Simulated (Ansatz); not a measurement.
# CH6S2Si2: up Jacob's ladder to CCSD(T)

How much do the methods differ for CH6S2Si2? The plan is to run it at one geometry with functionals of several rungs and with coupled cluster. The yardstick is the atomisation energy at the CCSD(T) limit.

The runs use Ansatz 0.2.0, Gaussian basis; functionals in def2-TZVPP, the program's frozen cores in correlated methods.

Levels to be run: PBE-D4, r2SCAN-D4, PBE0-D4, B3LYP-D4, ωB97X-V, ωB97M-V, B2PLYP; CCSD(T)/def2-TZVPP; MP2/def2-QZVPP; extrapolation to the limit.

### Step 1. Structure used throughout

All runs share one geometry, relaxed beforehand with PBE0-D4 in a triple-zeta def2 set.

11 atoms, charge 0, spin multiplicity 1.

Atoms are counted from 1 here; the program's logs count them from 0.

Bond lengths: Si1–Si2 2.340 Å, Si1–H6 1.489 Å, Si1–H7 1.485 Å, Si1–H8 1.489 Å, Si2–S3 2.141 Å, Si2–S5 2.141 Å, Si2–H9 1.491 Å, S3–C4 1.832 Å, C4–S5 1.832 Å, C4–H10 1.089 Å, C4–H11 1.089 Å. Angles: Si2–Si1–H6 110.0°, Si2–Si1–H7 109.2°, Si2–Si1–H8 110.0°, H6–Si1–H7 109.5°, H6–Si1–H8 108.7°, H7–Si1–H8 109.5°, Si1–Si2–S3 114.9°, Si1–Si2–S5 114.9°, Si1–Si2–H9 110.2°, S3–Si2–S5 86.5°, S3–Si2–H9 114.3°, S5–Si2–H9 114.3°, Si2–S3–C4 83.5°, S3–C4–S5 106.5°, S3–C4–H10 110.1°, S3–C4–H11 110.0°, S5–C4–H10 110.1°, S5–C4–H11 110.0° and more.

As a file:

```
Si   -2.1553    0.2100    0.2482
Si    0.1009    0.0433    0.8467
S     1.1541   -1.5909   -0.0511
C     2.0970   -0.2567   -0.8791
S     1.4220    1.3247   -0.2480
H    -2.7111    1.5100    0.7153
H    -2.2769    0.1211   -1.2295
H    -2.9311   -0.8939    0.8780
H     0.2493    0.1299    2.3276
H     1.9625   -0.3173   -1.9578
H     3.1540   -0.3370   -0.6298
```

### Step 2. PBE-D4 (GGA)

in.yaml

```yaml
crystal:
  periodic: [false, false, false]
  atoms:
    - {symbol: Si, position_ang: [-2.155322, 0.210005, 0.248228]}
    - {symbol: Si, position_ang: [0.100908, 0.043252, 0.846671]}
    - {symbol: S, position_ang: [1.154105, -1.590913, -0.051099]}
    - {symbol: C, position_ang: [2.096964, -0.256732, -0.879080]}
    - {symbol: S, position_ang: [1.422022, 1.324651, -0.248016]}
    - {symbol: H, position_ang: [-2.711121, 1.510033, 0.715313]}
    - {symbol: H, position_ang: [-2.276949, 0.121140, -1.229452]}
    - {symbol: H, position_ang: [-2.931118, -0.893929, 0.878013]}
    - {symbol: H, position_ang: [0.249295, 0.129865, 2.327598]}
    - {symbol: H, position_ang: [1.962521, -0.317252, -1.957830]}
    - {symbol: H, position_ang: [3.153995, -0.337017, -0.629845]}
basis:
  gaussian: {orbitals: def2-TZVPP}
hamiltonian: {xc: pbe, dispersion: d4}
output: {forces: true, orbitals: {seedname: orbitals}}
```

On the command line:

```
> ansatz run in.yaml --threads 4 --pin off --events-out ev --progress --plain --max-ram 10444MiB
```

Further steps of the session: r2SCAN-D4 (meta-GGA); PBE0-D4 (hybrid); B3LYP-D4 (hybrid); ωB97X-V (range-separated); ωB97M-V (range-separated); B2PLYP (double hybrid); CCSD(T) in def2-TZVPP; MP2 in def2-QZVPP.

**Question.** What will the summary of the whole plan be? Wanted: atomisation energy, CCSD(T)/CBS; farthest; mean size of error, hybrid; mean size of error, range-separated; gap, smallest and largest; T1 diagnostic; triples share of the correlation energy.

As calculated:

```
                               quantity                                 value
        atomisation energy, CCSD(T)/CBS                        853.8 kcal/mol
functionals within 4.3 kcal/mol (0.5 %)           r2SCAN-D4, PBE0-D4, ωB97M-V
                               farthest               B2PLYP (-18.2 kcal/mol)
             mean size of error, hybrid                          3.3 kcal/mol
    mean size of error, range-separated                          6.2 kcal/mol
              gap, smallest and largest  3.72 eV (PBE-D4), 10.06 eV (ωB97X-V)
                          T1 diagnostic                                0.0125
triples share of the correlation energy                                 4.6 %
```

In words: PBE-D4 misses by +9.0 kcal/mol. Double hybrids carry the basis error of their MP2 part in triple zeta, and no dispersion term here, so their miss is partly the set-up's. The reference freezes the cores and leaves out relativity and excitations past (T), so misses under about 4.3 kcal/mol can't be ranked. Hartree-Fock recovers 72 % of the binding; the rest is correlation. The gap grows from 3.7 to 10.1 eV across the functionals, mostly with the share of exact exchange.
